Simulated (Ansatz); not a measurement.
Here is an Ansatz input file for HfC, space group Fm-3m. Write the same calculation for the Python package.

```yaml
crystal:
  lattice:
    - [0.0, 2.325, 2.325]
    - [2.325, 0.0, 2.325]
    - [2.325, 2.325, 0.0]
  atoms:
    - { symbol: Hf, position: [0.5, 0.5, 0.5] }
    - { symbol: C, position: [0.0, 0.0, 0.0] }
basis:
  ecutwfc: 420.0
kpoints:
  mp_grid: { grid: [12, 12, 12] }
  band_path:
    path:
      - [0.375, 0.375, 0.75]
      - [0.0, 0.0, 0.0]
      - [0.5, 0.5, 0.5]
      - [0.5, 0.25, 0.75]
      - [0.5, 0.0, 0.5]
    npoints: 4
hamiltonian:
  xc: pbesol
  pseudopotentials: { kind: paw }
scf:
  n_extra_bands: 8
  convergence: { dr2_threshold: 1.0e-09 }
  occupations: { method: cold, width: 0.15 }
```

Launched from the shell:
```console
$ ansatz run input.yaml --threads 1 --pin off --max-ram 3072MiB --backend cpu --events-out ev --progress --plain --runs-dir out
scf.n_extra_bands = 8 over 15 filled bands (N_el = 30.0): the run solves 23 bands
Engine: ansatz 0.2.0, aarch64-unknown-linux-gnu
Pseudopotentials: kind: paw
Pseudopotential: Hf, paw, valence charge 26, recommended cutoff 420 eV (normal), Hf.paw.azcp
Pseudopotential: C, paw, valence charge 4, recommended cutoff 420 eV (normal), C.paw.azcp
Functional definition: PBEsol
  exchange = pbesol_x
  correlation = pbesol_c
Crystal: 2 atoms, lattice volume = 25.136 Å³
Basis set: ecut = 420 eV, 531 PW (Γ)
Bands: 23, of which v1, the nominal top of the filled ones, is band 15 counted from 1 (14 counted from 0)
Symmetry: 48 space group operations
Space group: Fm-3m (ITA 225), of the structure as read, at distance tolerance 2.9e-5 Å
k-points: 72 of 1728
Non-local potential: Hf, projectors of the file, l = 0: 3, l = 1: 2, l = 2: 2, l = 3: 3
Non-local potential: C, projectors of the file, l = 0: 2, l = 1: 2, l = 2: 1
PAW form: soft (Blöchl's): semilocal exchange-correlation on the pseudo side does not see the compensation charge
PAW frozen core: Hf, regenerated for the run's functional, and the local potential with it (the file was generated under x = pbe(κ = 0.804, μ = 0.2195149727645171), c = pbe(β = 0.06672455060314922))
PAW frozen core: C, regenerated for the run's functional, and the local potential with it (the file was generated under x = pbe(κ = 0.804, μ = 0.2195149727645171), c = pbe(β = 0.06672455060314922))
PAW one-centre angular grid: Hf, 590 points (default); XC on 64 Gauss nodes
PAW one-centre angular grid: C, 110 points (default); XC on 64 Gauss nodes
Initial density: superposition of atomic densities (neutral atoms: chi_scale 0, normalization atom), corrected by the library's trained network
Initial wavefunctions: pseudopotential atomic-orbital guess
Functional: x = pbesol(κ = 0.804, μ = 0.12345679012345678), c = pbesol(β = 0.046)
SCF iter   1: F=—  HF=-15846.698855 eV  |F-HF|=—  |Δ(HF+E_count)|=         —  Δρ=9.20e-3  dr2=2.68e-2  ethr=1.77e-3  ⟨swp⟩=5.0  Hψ=7089  notcnv=0  defer=17
preconditioner: auto → Kerker (q_TF=auto, 2.810 Å⁻¹)  [metal: Δε(μ)=0.100 eV  Ē_g=21.694 eV  σ=0.150 eV  W_gap=0.45  n_scr=14 (ndim 8)  ℏωp=39.2 eV  f_vac=0.000  D(μ)=0.27/eV (n_scr^D=0)]
SCF iter   2: F=—  HF=-15846.692613 eV  |F-HF|=—  |Δ(HF+E_count)|=   6.24e-3  S|Δr|=    0.00e0  Δρ=2.85e-3  dr2=2.33e-3  ethr=8.93e-5  ⟨swp⟩=1.0  Hψ=2252  notcnv=0  defer=18
preconditioner: auto → none  [insulator: Δε(μ)=0.124 eV  Ē_g=21.682 eV  σ=0.150 eV  W_gap=0.56  n_scr=14 (ndim 8)  ℏωp=39.2 eV  f_vac=0.000  D(μ)=0.25/eV (n_scr^D=0)  ε∞_Penn≈4.3]
SCF iter   3: F=—  HF=-15846.692114 eV  |F-HF|=—  |Δ(HF+E_count)|=   4.99e-4  S|Δr|=    0.00e0  Δρ=5.91e-4  dr2=3.43e-5  ethr=7.78e-6  ⟨swp⟩=2.0  Hψ=2272  notcnv=0  defer=18
SCF iter   4: F=—  HF=-15846.692063 eV  |F-HF|=—  |Δ(HF+E_count)|=   5.07e-5  S|Δr|=    0.00e0  Δρ=3.31e-4  dr2=9.64e-6  ethr=1.14e-7  ⟨swp⟩=2.3  Hψ=2750  notcnv=0  defer=18
SCF iter   5: F=—  HF=-15846.692075 eV  |F-HF|=—  |Δ(HF+E_count)|=   1.17e-5  S|Δr|=    0.00e0  Δρ=5.37e-5  dr2=4.23e-7  ethr=3.21e-8  ⟨swp⟩=2.1  Hψ=2402  notcnv=0  defer=18
SCF iter   6: F=—  HF=-15846.692072 eV  |F-HF|=—  |Δ(HF+E_count)|=   2.74e-6  S|Δr|=    0.00e0  Δρ=3.68e-6  dr2=2.30e-9  ethr=1.41e-9  ⟨swp⟩=2.5  Hψ=2657  notcnv=0  defer=18
SCF iter   7: F=—  HF=-15846.692072 eV  |F-HF|=—  |Δ(HF+E_count)|=   2.06e-9  S|Δr|=    0.00e0  Δρ=1.81e-6  dr2=5.36e-10  ethr=3.33e-12  ⟨swp⟩=7.5  Hψ=6058  notcnv=0
SCF iter   8: F=-15846.692072 eV  HF=-15846.692072 eV  |F-HF|=3.64e-12  |Δ(HF+E_count)|=  9.57e-10  S|Δr|=    0.00e0  Δρ=1.44e-7  dr2=1.93e-12  ethr=1.79e-12  ⟨swp⟩=3.6  Hψ=3933  notcnv=0
SCF 1 converged in 8 iterations: F = -15846.692072 eV  dr2 = 1.93e-12
  greatest PAW one-centre occupation: 0.998 electrons in one spin orbital (limit 2), on the Hf atom at site 0 (counted from 0), in its partial waves of l = 0
NSCF: frozen V_eff on 17 k-points
SCF converged after 8 iterations
Stability not checked: this state was not tested for a lower state beside it, because cold or Methfessel-Paxton smearing, or corrected tetrahedra, fill the levels in a way that the test cannot read (fill_not_monotonic; see scf.lower_state_search)
Free energy (F): -15846.692072 eV
Harris-Foulkes:  -15846.692072 eV  (|F-HF|=3.64e-12)
Internal energy: -15846.691726 eV  (E = F + TS)
E sigma→0 (E₀):  -15846.691957 eV
Entropy (-TS):   -0.000346 eV (-0.173 meV/atom)
Fermi energy:    20.003320 eV
--- Per-component energies (eV) ---
  E_band       = 108.291455
  E_kinetic    = 510.890836
  E_local      = -4993.255384  (includes V_loc(G=0)·N_el)
  E_nonlocal   = -1211.365544
  E_hartree    = 2357.539414
  E_xc         = -346.054677
  E_vxc        = -326.243320  (∫ρ·V_xc dr)
  E_paw        = -6902.278099  (= ΣΔE_a)
  E_vpaw       = 1413.185924  (= ΣTr[D̂ρ^β])
  E_aug_tail   = 0.000006  (compensation charges beyond the density's cutoff)
  E_ewald      = -5263.440471
  E_core_change = 1.272192  (= ΣΔE_core)
  E_smearing   = -0.000346  (= −TS)
  E_closure    = 0.000000  (closes the sum)
  Σ components = -15846.692072   (vs F -15846.692072, Δ=0.00e0)
--- Band table (eV; the first three rows and the last of 72) ---
  k-point 0: bands = ["-41.0950", "-9.5537", "-9.5537", "-9.5537", "7.6700", "8.9313", "8.9403", "8.9403", "8.9403", "9.0219", "9.0219", "9.0219", "21.0475", "21.0475", "21.0475", "21.2899", "21.2899", "21.2899", "23.3072", "23.3072", "26.7514", "30.8883", "44.3164"]
  k-point 1: bands = ["-41.0923", "-9.6025", "-9.5583", "-9.5583", "7.8402", "8.9339", "8.9444", "8.9444", "8.9444", "9.0180", "9.0180", "9.0220", "19.9071", "20.2345", "20.2345", "21.6258", "21.6258", "22.0032", "24.1428", "24.1428", "27.1430", "31.3698", "42.0802"]
  k-point 2: bands = ["-41.0848", "-9.7336", "-9.5711", "-9.5711", "8.3079", "8.9410", "8.9556", "8.9556", "8.9757", "9.0079", "9.0079", "9.0225", "18.4408", "19.1530", "19.1530", "22.1644", "22.1644", "22.4857", "25.7283", "25.7283", "28.0553", "32.6154", "39.4095"]
  k-point 71: bands = ["-41.0407", "-9.9738", "-9.9738", "-9.8011", "8.9231", "8.9640", "8.9695", "8.9695", "8.9904", "8.9966", "8.9966", "10.4251", "16.9817", "17.2342", "17.2342", "23.6192", "23.6192", "26.6746", "26.9781", "28.2159", "33.1137", "34.1834", "34.1834"]
```

`hfc_bands.py`
```python
"""Bands of HfC along a path through the zone."""

from dataclasses import dataclass
import warnings

import ansatz as az
import numpy as np
from pymatgen.core import Lattice, Structure
from pymatgen.io.ase import AseAtomsAdaptor


@dataclass
class RunConfig:
    kmesh: tuple[int, ...] = (12, 12, 12)
    occupations: str = "cold"
    smearing_width: float = 0.15
    cutoff_ev: int = 420
    scf_tol: float = 1e-09
    functional: str = "pbesol"
    n_empty: int = 8


opts = RunConfig()

warnings.simplefilter("ignore", az.DeckWarning)

pmg_structure = Structure(
    Lattice([(0.0, 2.325, 2.325), (2.325, 0.0, 2.325), (2.325, 2.325, 0.0)]),
    ["Hf", "C"],
    [
        (0.5, 0.5, 0.5),
        (0.0, 0.0, 0.0),
    ],
)
system = az.Crystal.from_ase(AseAtomsAdaptor.get_atoms(pmg_structure))

# high-symmetry points in fractions of the reciprocal vectors
path = [
    ("K", (0.375, 0.375, 0.75)),
    ("G", (0.0, 0.0, 0.0)),
    ("L", (0.5, 0.5, 0.5)),
    ("W", (0.5, 0.25, 0.75)),
    ("X", (0.5, 0.0, 0.5)),
]
job = system.calculation()
job = job.kpoints(*opts.kmesh).occupations(opts.occupations, width=opts.smearing_width)
job = job.basis(opts.cutoff_ev).pseudopotentials("paw")
job = job.scf(tolerance=opts.scf_tol)
job = job.functional(opts.functional).band_structure([point for _, point in path], intervals=4)
job = job.scf(extra_bands=opts.n_empty)
planned = job.session().plan(threads=1)
facts = planned.describe()
print("plan:", facts["n_bands"], "bands,", len(facts["kpoints_frac"]), "k-points, plane waves", facts["n_pw_range"], "grid", facts["fft_dense"])
done = planned.execute()
data = done.report

n_atoms = len(data["lattice"]["sites"])
print("F =", round(data["free_energy_ev"], 4), "eV for", n_atoms, "atoms")
print("E(sigma -> 0) =", round(data["energy_sigma0_ev"], 4), "eV, TS =", round(data["entropy_ts_ev"], 5), "eV")
print("closed by", data["closed_by"], "after", data["n_iterations"], "iterations")

bands = done.band_structure()
fermi = bands.fermi_energy_ev
print(f"zero of the bands: {fermi:.3f} eV, the Fermi level found on the SCF mesh")
for spin, channel in enumerate(bands.channels):
    levels = channel.eigenvalues_ev - fermi
    crossing = [b for b in range(levels.shape[1]) if levels[:, b].min() < 0 < levels[:, b].max()]
    print(f"channel {spin}: bands that cross the Fermi level on this path:", [b + 1 for b in crossing] or "none")
    shown = crossing or sorted(np.argsort(np.abs(levels).min(axis=0))[:2])
    for k, row in zip(bands.kpoints_frac, levels[:, shown]):
        print(f"{k[0]:7.3f} {k[1]:7.3f} {k[2]:7.3f}  ", " ".join(f"{e:8.3f}" for e in row))
```

Running `python hfc_bands.py` prints:
```text
plan: 23 bands, 72 k-points, plane waves [468, 531] grid [24, 24, 24]
F = -15846.6921 eV for 2 atoms
E(sigma -> 0) = -15846.692 eV, TS = 0.00035 eV
closed by deck_thresholds after 8 iterations
zero of the bands: 20.003 eV, the Fermi level found on the SCF mesh
channel 0: bands that cross the Fermi level on this path: [13, 14, 15, 16]
  0.375   0.375   0.750     -3.569   -2.783   -1.669    1.518
  0.281   0.281   0.562     -4.876   -2.702   -2.602    4.181
  0.187   0.187   0.375     -3.759   -2.330   -1.996    2.686
  0.094   0.094   0.187     -1.284   -0.804   -0.574    1.651
  0.000   0.000   0.000      1.044    1.044    1.044    1.287
  0.125   0.125   0.125     -0.817   -0.318   -0.318    1.859
  0.250   0.250   0.250     -3.043   -1.782   -1.782    2.949
  0.375   0.375   0.375     -5.057   -2.727   -2.727    4.107
  0.500   0.500   0.500     -6.225   -3.051   -3.051    5.227
  0.500   0.437   0.562     -5.904   -2.962   -2.894    4.471
  0.500   0.375   0.625     -5.050   -2.823   -2.531    3.830
  0.500   0.312   0.688     -3.936   -2.770   -2.366    3.593
  0.500   0.250   0.750     -3.022   -2.769   -2.769    3.616
  0.500   0.187   0.687     -2.780   -2.660   -2.654    2.370
  0.500   0.125   0.625     -2.730   -2.414   -1.734    1.225
  0.500   0.062   0.562     -2.670   -2.083   -0.643    0.316
  0.500   0.000   0.500     -2.645   -1.880   -0.085   -0.085
```

Notes:
- Absolute energies stand on the zero of these potentials, so only differences at equal settings mean something. A total without «per atom» is that of the whole cell that was run.
- Spin-orbit coupling, which matters for elements this heavy, is left out.
- The structure is a deposited one; some such entries were measured under pressure or heat, so a shift against it needn't be the functional's error alone.
- Gaps and levels are Kohn-Sham values on a finite set of k-points, without spin-orbit coupling.
- It ran for 4.5 s on 1 thread of Arm Neoverse V1, with other jobs on the host, peak memory 0.44 GiB.

(Lines on the test bed's own set-up are left out of the output.)
